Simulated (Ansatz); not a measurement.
# PC4: from a guess to a relaxed structure

The task: take a trial cell of PC4 to zero force and stress.

Computed with Ansatz 0.2.0 (DFT PBE, scalar-relativistic, plane waves, PAW, unless a step's input says otherwise).

2 further runs of the same task are left out: 1 that didn't finish, 1 set aside as unsound or not needed. Runs told in other sessions of the task aren't counted.

### 1 Starting point

The structure is cubic, space group Im-3m (No. 229). Conventional cell: a = 5.149 Å, b = 5.149 Å, c = 5.149 Å, α = 90.00°, β = 90.00°, γ = 90.00°. P (site symmetry m-3m) has 8 C at 2.23 Å in its first shell of neighbours. C (site symmetry -3m) is surrounded by 2 P at 2.23 Å.

Coordinates:

```
P C
1.0
    -2.57455    2.57455    2.57455
     2.57455   -2.57455    2.57455
     2.57455    2.57455   -2.57455
P C
1 4
Direct
  0.00000 0.00000 0.00000
  0.00000 0.00000 0.50000
  0.50000 0.00000 0.00000
  0.50000 0.50000 0.50000
  0.00000 0.50000 0.00000
```

A structure generator made this guess: species swapped into a database cell of NiHg4 (Im-3m, No. 229), with P on the Ni sites and C on the Hg sites. The dimensions are guesses.

### 2 The guess as it stands, on a coarse mesh

input.yaml

```yaml
crystal:
  lattice:
    - [-2.57454667, 2.57454667, 2.57454667]
    - [2.57454667, -2.57454667, 2.57454667]
    - [2.57454667, 2.57454667, -2.57454667]
  atoms:
    - { symbol: P, position: [0.0, 0.0, 0.0] }
    - { symbol: C, position: [0.0, 0.0, 0.5] }
    - { symbol: C, position: [0.5, 0.0, 0.0] }
    - { symbol: C, position: [0.5, 0.5, 0.5] }
    - { symbol: C, position: [0.0, 0.5, 0.0] }
basis:
  ecutwfc: 420
kpoints:
  mp_grid: { grid: [6, 6, 6] }
hamiltonian:
  xc: pbe
scf:
  occupations: { method: gaussian, width: 0.1 }
  lower_state_search: "off"
output:
  forces: true
  stress: true
  eigenvalues: true
```

Run with:

```sh
$ ansatz run input.yaml --threads 1 --pin off --max-ram 2560MiB --backend cpu --events-out ev --progress --plain --runs-dir out
```

Further runs follow: spin check on a coarse mesh; rough relaxation on the coarse mesh; final relaxation.

What does the calculation give? Wanted: conventional cell; volume; energy over the elements, black P; gap on the mesh.

As calculated:

| quantity | value |
| --- | --- |
| symmetry at the end (tolerance 0.05 Å) | space group Im-3m (No. 229) |
| conventional cell | a = 4.360 Å, b = 4.360 Å, c = 4.360 Å, α = 90.00°, β = 90.00°, γ = 90.00° |
| volume | 8.29 Å³/atom |
| energy over the elements, black P | +3.08 eV/atom |
| gap on the mesh | none (metal) |

In words: The space group Im-3m (No. 229) is kept, and the volume per atom shrinks by 39.3 % from the first guess. The formation energy is positive, so the separate elements lie lower. No finished test with a distortion of lower symmetry is shown, so the end may be a saddle point. Other magnetic orders were not searched.
